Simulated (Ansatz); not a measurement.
# CH4FNOSi: the cost of one run

All numbers below are computed with Ansatz 0.2.0 (RKS PBE0-D4/def2-SVP).

### Step 1. The structure to begin with

Bond lengths: F1–C2 1.307 Å, C2–N3 1.448 Å, N3–Si4 1.598 Å, C2–O5 1.466 Å, Si4–O5 1.665 Å, C2–H6 1.110 Å, N3–H7 1.045 Å, Si4–H8 1.461 Å, Si4–H9 1.556 Å. Angles (14 of 16 angles, heavy atoms first): F1–C2–N3 110.9°, F1–C2–O5 115.1°, N3–C2–O5 90.9°, C2–N3–Si4 91.6°, N3–Si4–O5 79.1°, C2–O5–Si4 88.4°, F1–C2–H6 112.1°, N3–C2–H6 115.1°, O5–C2–H6 111.2°, C2–N3–H7 111.0°, Si4–N3–H7 106.5°, N3–Si4–H8 112.8°, N3–Si4–H9 111.7°, O5–Si4–H8 112.6°.

Coordinates:

```xyz
9

F    -0.5605    1.7835    0.6023
C     0.0907    1.0499   -0.2611
N     0.8213   -0.0075    0.4063
Si   -0.4038   -1.0206    0.2392
O    -0.7234    0.0657   -0.9813
H     0.6906    1.6651   -0.9632
H     1.5917   -0.3706   -0.1988
H     0.0078   -2.3282   -0.2654
H    -1.4258   -0.8836    1.4049
```

### Step 2. End point A

Input file input.yaml:

```yaml
crystal:
  periodic: [false, false, false]
  atoms:
    - { symbol: F, position_ang: [-0.5605, 1.7835, 0.6023] }
    - { symbol: C, position_ang: [0.0907, 1.0499, -0.2611] }
    - { symbol: "N", position_ang: [0.8213, -0.0075, 0.4063] }
    - { symbol: Si, position_ang: [-0.4038, -1.0206, 0.2392] }
    - { symbol: O, position_ang: [-0.7234, 0.0657, -0.9813] }
    - { symbol: H, position_ang: [0.6906, 1.6651, -0.9632] }
    - { symbol: H, position_ang: [1.5917, -0.3706, -0.1988] }
    - { symbol: H, position_ang: [0.0078, -2.3282, -0.2654] }
    - { symbol: H, position_ang: [-1.4258, -0.8836, 1.4049] }
basis:
  gaussian: { orbitals: def2-SVP }
hamiltonian:
  xc: pbe0
  dispersion: d4
relax:
  f_tol: 0.02
  max_steps: 50
```

Started as:

```
$ ansatz run input.yaml --threads 2 --pin off --max-ram 3072MiB --backend cpu --events-out ev --progress --plain --runs-dir out
```

**Question.** How long does this run take on 2 threads of Arm Neoverse V1, shared host, and how much memory does it need?

About 47 s, with a peak of 0.19 GiB.
